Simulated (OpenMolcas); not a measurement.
# Ir⁴⁺ among point charges: CASSCF and CASPT2 levels and susceptibility

Aim: the splitting of the states of Ir⁴⁺ in the field of 2 point charges, its lowest levels with spin-orbit coupling and its magnetic susceptibility.

The numbers are computed with OpenMolcas 26.06 (state-averaged CASSCF and CASPT2, spin-orbit coupling by RASSI with atomic mean-field integrals), except any that are marked as measured or tabulated.

## 1. Starting point

| Item | Value |
| --- | --- |
| Species | Ir⁴⁺ (iridium, Z = 77, 73 electrons) |
| Basis | ANO-RCC-VDZP [7s6p4d2f], 59 functions |
| Scalar Hamiltonian | DKH2, point nucleus |
| Inactive shells | 1s 2s 2p 3s 3p 3d 4s 4p 4d 4f 5s 5p |
| Active space | 5 electrons in 5 orbitals (5d) |
| Some configurations of this space | 5d⁵ |
| Orbitals | optimised for each spin and parity, averaged over all roots |

Outer shells as boxes (Hund's rule):

5d5
```
5d [↑ ][↑ ][↑ ][↑ ][↑ ]
```

The ion sits among 2 point charges of -2.5 e arranged as a linear pair (D∞h), 2.41 Å from the ion.

Each step is its own input file, run in one work folder so that later steps find the files of earlier ones. Labels, J, g values, rates, χT and fits are worked out afterwards by a script from the matrices that RASSI stores. The input lists half of the charges; inversion (Group=XYZ) makes the rest.

## 2. Basis and integrals

Contents of a.inp:

```
&GATEWAY
Coord
1

Ir 0.0 0.0 0.0
Basis=ANO-RCC-VDZP
Group=XYZ
NoMove
AngMom=0.0 0.0 0.0
AMFI
XField
1 Angstrom 0
0.000000 0.000000 2.410000 -2.500000
&SEWARD
```

The run is started by

```console
$ OMP_NUM_THREADS=1 MOLCAS_MEM=1689 MOLCAS_PROJECT=a pymolcas a.inp > a.log
```

## 3. CASSCF: sextets of even parity, 1 root

Contents of a.inp:

```
&RASSCF
FileOrb=start.orb
Symmetry=1
Spin=6
nActEl=5 0 0
Inactive=15 19
Ras2=5 0
CIRoot=1 1 1
SDav=1
CIMx=300
Iter=120 100
PrWF=0.3
OrbListing=Nothing
MaxOrb=0
>>> COPY $Project.JobIph JOB001
```

start.orb holds the contracted functions of the basis, ordered by shell, or the orbitals of the step before.

## 4. Reference wave functions, quartets of even parity, 24 roots

Contents of a.inp:

```
&RASSCF
FileOrb=start.orb
Symmetry=1
Spin=4
nActEl=5 0 0
Inactive=15 19
Ras2=5 0
CIRoot=24 24 1
SDav=24
CIMx=300
Iter=120 100
PrWF=0.3
OrbListing=Nothing
MaxOrb=0
>>> COPY $Project.JobIph JOB002
```

## 5. CASSCF: doublets of even parity, 75 roots

Contents of a.inp:

```
&RASSCF
FileOrb=start.orb
Symmetry=1
Spin=2
nActEl=5 0 0
Inactive=15 19
Ras2=5 0
CIRoot=75 75 1
SDav=75
CIMx=300
Iter=120 100
PrWF=0.3
OrbListing=Nothing
MaxOrb=0
>>> COPY $Project.JobIph JOB003
```

## 6. RASSI: spin-orbit coupling between the states

Contents of a.inp:

```
&RASSI
NrOfJobIphs=3 1 24 75
1
1 2 3 4 5 6 7 8 9 10 11 12 13 14 15 16 17 18 19 20 21 22 23 24
1 2 3 4 5 6 7 8 9 10 11 12 13 14 15 16 17 18 19 20 21 22 23 24 25 26 27
28 29 30 31 32 33 34 35 36 37 38 39 40 41 42 43 44 45 46 47 48 49 50 51
52 53 54 55 56 57 58 59 60 61 62 63 64 65 66 67 68 69 70 71 72 73 74 75
IphNames
JOB001
JOB002
JOB003
EJob
SpinOrbit
DIPRint=1.0
SOCoupling=1000.0
Subsets=2
Property=9
'ANGMOM' 1 'ANGMOM' 2 'ANGMOM' 3 'MLTPL  1' 1 'MLTPL  1' 2 'MLTPL  1' 3
'AMFI' 1 'AMFI' 2 'AMFI' 3
SOProperty=3
'ANGMOM' 1 'ANGMOM' 2 'ANGMOM' 3
```

## 7. CASPT2: IPEA 0.25, imaginary shift 0.1 (closed shells correlated: 5s 5p)

Contents of a.inp:

```
>>> COPY JOB001 $Project.JobIph
&CASPT2
Multistate=1 1
Frozen=14 16
IPEA=0.25
Imaginary=0.1
MaxIter=60
WThr=0.0 0.3 0.05
PrWF=0.5
NoMix
>>> COPY JOB002 $Project.JobIph
&CASPT2
Multistate=24 1 2 3 4 5 6 7 8 9 10 11 12 13 14 15 16 17 18 19 20 21 22
23 24
NoMult
Frozen=14 16
IPEA=0.25
Imaginary=0.1
MaxIter=60
WThr=0.0 0.3 0.05
PrWF=0.5
NoMix
>>> COPY JOB003 $Project.JobIph
&CASPT2
Multistate=75 1 2 3 4 5 6 7 8 9 10 11 12 13 14 15 16 17 18 19 20 21 22
23 24 25 26 27 28 29 30 31 32 33 34 35 36 37 38 39 40 41 42 43 44 45 46
47 48 49 50 51 52 53 54 55 56 57 58 59 60 61 62 63 64 65 66 67 68 69 70
71 72 73 74 75
NoMult
Frozen=14 16
IPEA=0.25
Imaginary=0.1
MaxIter=60
WThr=0.0 0.3 0.05
PrWF=0.5
NoMix
```

(Steps that only read results are left out.)

What does the calculation give? Wanted: spin-free ground state; lowest level; next level.

**Answer**, as computed:

| quantity | value |
| --- | --- |
| method | SS-CASPT2, IPEA 0.25, imaginary shift 0.1 (closed shells correlated: 5s 5p) |
| spin-free ground state | 6Sigma, 1-fold in its orbital part |
| lowest level | 2-fold, g = 0.00, 0.00, 9.45 |
| next level | 692.6 cm⁻¹ |
| χT at 300 K | 3.43 cm³ K/mol |
| effective moment at 300 K | 5.24 μB |

Cost by method:

| method | time of its own steps | time with the reference |
| --- | --- | --- |
| A. CASSCF | 18 s | 18 s |
| B. SS-CASPT2, IPEA 0.25, imaginary shift 0.1, +5s 5p | 5.8 s | 24 s |

Times are of one thread on a shared host.

In words: The spin-free ground state (6Sigma) comes to 100 % from free-ion S terms and keeps the highest spin of the shell. χT at 300 K is 3.43, against 4.39 cm³ K/mol for the spin alone, so spin-orbit coupling lowers it. An active space of the d shell alone favours high spin; real ions in strong fields can be low spin. CASPT2 does not keep the components of a term degenerate, and the means are used. The field of point charges can differ much from that of real complexes. With metal d orbitals alone active, the gaps between spin states are rough; where two lie within a few thousand cm-1, their order is open. Point charges carry no covalency, so the field is a model and not that of real ligands.
